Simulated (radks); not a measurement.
# Li inside a hard spherical wall

Aim: energy, levels and pressure of Li as a wall, at which all orbitals vanish, closes in. The configuration stays [He] 2s1.

Program: radks (a radial shooting solver on a logarithmic mesh, Libxc functionals) version 1. Level of theory: scalar-relativistic Kohn-Sham, LDA (Slater exchange, VWN5 correlation), spin-polarised, spherical densities, point nucleus; open shells are filled with parallel spins first. These are calculated values, not measurements, unless marked.

## 1. The atom as given

```
element       : lithium (Z = 3)
charge        : 0
electrons     : 3
configuration : [He] 2s1
```

Outer shells as boxes (Hund's rule):

Li
```
[He] core
2s [↑ ]
```

## 2. The free atom

Input:

```text
Z 3
configuration [He] 2s1 2p0 3s0 3d0
relativity scalar-relativistic
functional lda,vwn5
spin polarised
nucleus point
c 137.035999084
```

## 3. Wall at 20 bohr

Input: that of step 2 with these lines changed.

```diff
@@ -6,2 +6,3 @@
 nucleus point
+wall 20 bohr
 c 137.035999084
```

## 4. Wall at 15 bohr

Input: that of step 3 with these lines changed.

```diff
@@ -6,3 +6,3 @@
 nucleus point
-wall 20 bohr
+wall 15 bohr
 c 137.035999084
```

## 5. Wall at 10 bohr

Input: that of step 4 with these lines changed.

```diff
@@ -6,3 +6,3 @@
 nucleus point
-wall 15 bohr
+wall 10 bohr
 c 137.035999084
```

## 6. Wall at 7 bohr

Input: that of step 5 with these lines changed.

```diff
@@ -6,3 +6,3 @@
 nucleus point
-wall 10 bohr
+wall 7 bohr
 c 137.035999084
```

## 7. Wall at 3.5 bohr

Input: that of step 6 with these lines changed.

```diff
@@ -6,3 +6,3 @@
 nucleus point
-wall 7 bohr
+wall 3.5 bohr
 c 137.035999084
```

## 8. Wall at 3 bohr

Input: that of step 7 with these lines changed.

```diff
@@ -6,3 +6,3 @@
 nucleus point
-wall 3.5 bohr
+wall 3 bohr
 c 137.035999084
```

## 9. Wall at 2.5 bohr

Input: that of step 8 with these lines changed.

```diff
@@ -6,3 +6,3 @@
 nucleus point
-wall 3 bohr
+wall 2.5 bohr
 c 137.035999084
```

## 10. Wall at 2 bohr

Input: that of step 9 with these lines changed.

```diff
@@ -6,3 +6,3 @@
 nucleus point
-wall 2.5 bohr
+wall 2 bohr
 c 137.035999084
```

## 11. Wall at 1.5 bohr

Input: that of step 10 with these lines changed.

```diff
@@ -6,3 +6,3 @@
 nucleus point
-wall 2 bohr
+wall 1.5 bohr
 c 137.035999084
```

Q: Predict the outcome of this session. Wanted: for each run, R; E − E(free); ε(2s); ε(2p, empty); ε(3s, empty); ε(3d, empty); pressure.

**Answer**, as computed:

```tsv
R (bohr)	E − E(free) (eV)	ε(2s) (eV)	ε(2p, empty) (eV)	ε(3s, empty) (eV)	ε(3d, empty) (eV)	pressure (GPa)
free	0.000	-3.165	-1.339	-0.055	-	0
20	0.000	-3.165	-1.338	0.083	0.611	< 0.0001
15	0.000	-3.163	-1.331	0.412	0.926	0.000127
10	0.035	-3.068	-1.142	2.271	2.121	0.0261
7	0.445	-2.348	-0.125	7.882	5.178	0.651
3.5	9.806	8.917	10.236	55.954	27.681	70.6
3	16.763	16.665	16.019	82.541	39.235	180
2.5	30.484	31.484	26.095	128.87	58.790	536
2	60.912	62.905	45.640	218.50	95.556	1980
1.5	141.53	140.32	90.341	421.97	176.82	10261
```

What this shows: Eigenvalues are for spin up. At the tightest wall, 1.5 bohr, the energy stands 141.53 eV above the free atom and the pressure, −dE/dV, is 10261 GPa. Of the levels in the table that exist at both ends, 3s (empty) rises most from the free atom (422.03 eV). From R = 3.5 bohr inwards the highest occupied level lies above zero, pushed up by confinement. Shells are not refilled when levels cross, and a hard wall is a model, not a crystal.
